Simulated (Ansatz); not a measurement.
**CH₄Cl₂SSi: up Jacob's ladder to CCSD(T)**

One table from this session's results is given with a row withheld; the runs are named, their logs left out.

Computed with Ansatz 0.2.0, Gaussian basis. Level: functionals in def2-TZVPP, the program's frozen cores in correlated methods.

Levels to be run: LDA (SPW92), PBE-D4, revPBE-D4, BLYP-D4, r2SCAN-D4, B97M-V, PBE0-D4, B3LYP-D4, r2SCANh-D4, r2SCAN0-D4, HSE06-D4, BHLYP-D4, CAM-B3LYP-D4, LC-ωPBE, ωB97X-V, ωB97M-V, B2PLYP, PBE-QIDH; CCSD(T)/def2-SVP; CCSD(T)/def2-TZVPP; MP2/def2-QZVPP; extrapolation to the limit; RPA on PBE.

## Structure used throughout

All runs share one geometry, relaxed beforehand with PBE0-D4 in a triple-zeta def2 set.

9 atoms, charge 0, spin multiplicity 1.

Atoms are counted from 1 here; the program's logs count them from 0.

Bond lengths: C1–S2 1.817 Å, C1–H6 1.089 Å, C1–H7 1.089 Å, C1–H8 1.089 Å, S2–Si3 2.099 Å, Si3–Cl4 2.048 Å, Si3–Cl5 2.048 Å, Si3–H9 1.473 Å. Angles: S2–C1–H6 110.7°, S2–C1–H7 110.7°, S2–C1–H8 106.2°, H6–C1–H7 110.4°, H6–C1–H8 109.3°, H7–C1–H8 109.3°, C1–S2–Si3 100.1°, S2–Si3–Cl4 111.8°, S2–Si3–Cl5 111.8°, S2–Si3–H9 108.1°, Cl4–Si3–Cl5 106.5°, Cl4–Si3–H9 109.3°, Cl5–Si3–H9 109.3°.

The first run:

File in.yaml:

```yaml
crystal:
  periodic: [false, false, false]
  atoms:
    - {symbol: C, position_ang: [-1.112098, 0.037907, 1.049268]}
    - {symbol: S, position_ang: [0.321690, 1.111880, 0.744887]}
    - {symbol: Si, position_ang: [1.166613, 0.139378, -0.912069]}
    - {symbol: Cl, position_ang: [1.679828, -1.795177, -0.477760]}
    - {symbol: Cl, position_ang: [-0.136476, 0.055039, -2.489822]}
    - {symbol: H, position_ang: [-1.781410, 0.036020, 0.190324]}
    - {symbol: H, position_ang: [-0.791430, -0.976031, 1.283572]}
    - {symbol: H, position_ang: [-1.630279, 0.459782, 1.909202]}
    - {symbol: H, position_ang: [2.372161, 0.884803, -1.314702]}
basis:
  gaussian: {orbitals: def2-TZVPP}
hamiltonian: {xc: lda}
output: {orbitals: {seedname: orbitals}}
```

Run with:

```sh
ansatz run in.yaml --threads 2 --pin off --events-out ev --progress --plain --max-ram 32768MiB --backend cpu
```

Steps of the session up to this table: LDA; PBE-D4 (GGA); revPBE-D4 (GGA); BLYP-D4 (GGA); r2SCAN-D4 (meta-GGA); B97M-V (meta-GGA); PBE0-D4 (hybrid); B3LYP-D4 (hybrid); r2SCANh-D4 (hybrid); r2SCAN0-D4 (hybrid); HSE06-D4 (hybrid); BHLYP-D4 (hybrid); CAM-B3LYP-D4 (range-separated); LC-ωPBE (range-separated); ωB97X-V (range-separated); ωB97M-V (range-separated); B2PLYP (double hybrid); PBE-QIDH (double hybrid).

One table of the session follows, with a row left open; its other results are not shown here.

It belongs to the step «Frontier levels by functional». 

| functional | HOMO (eV) | gap (eV) |
| --- | --- | --- |
| LDA (SPW92) | -6.38 | 4.75 |
| PBE-D4 | -6.27 | 4.87 |
| revPBE-D4 | -6.22 | 4.93 |
| BLYP-D4 | -6.09 | 4.84 |
| r2SCAN-D4 | -6.54 | 5.44 |
| B97M-V | -6.64 | 5.53 |
| PBE0-D4 | -7.50 | 7.05 |
| B3LYP-D4 | -7.24 | 6.58 |
| r2SCANh-D4 | -6.99 | 6.22 |
| r2SCAN0-D4 | -7.67 | 7.40 |
| HSE06-D4 | -7.10 | 6.27 |
| BHLYP-D4 | ? | ? |
| CAM-B3LYP-D4 | -8.80 | 9.46 |
| LC-ωPBE | -10.22 | 12.07 |
| ωB97X-V | -9.85 | 11.58 |
| ωB97M-V | -9.67 | 11.18 |

Q: Estimate the row for BHLYP-D4 from the others.

Worked estimate for «HOMO (eV)». Against the share of exact exchange, BLYP-D4 (0, -6.09), B3LYP-D4 (0.2, -7.24) give a slope of -5.75 per unit share; at 0.5 the line stands at -8.96.

As computed: HOMO (eV): -8.57; gap (eV): 9.15. In «HOMO (eV)» the line misses by -0.39.
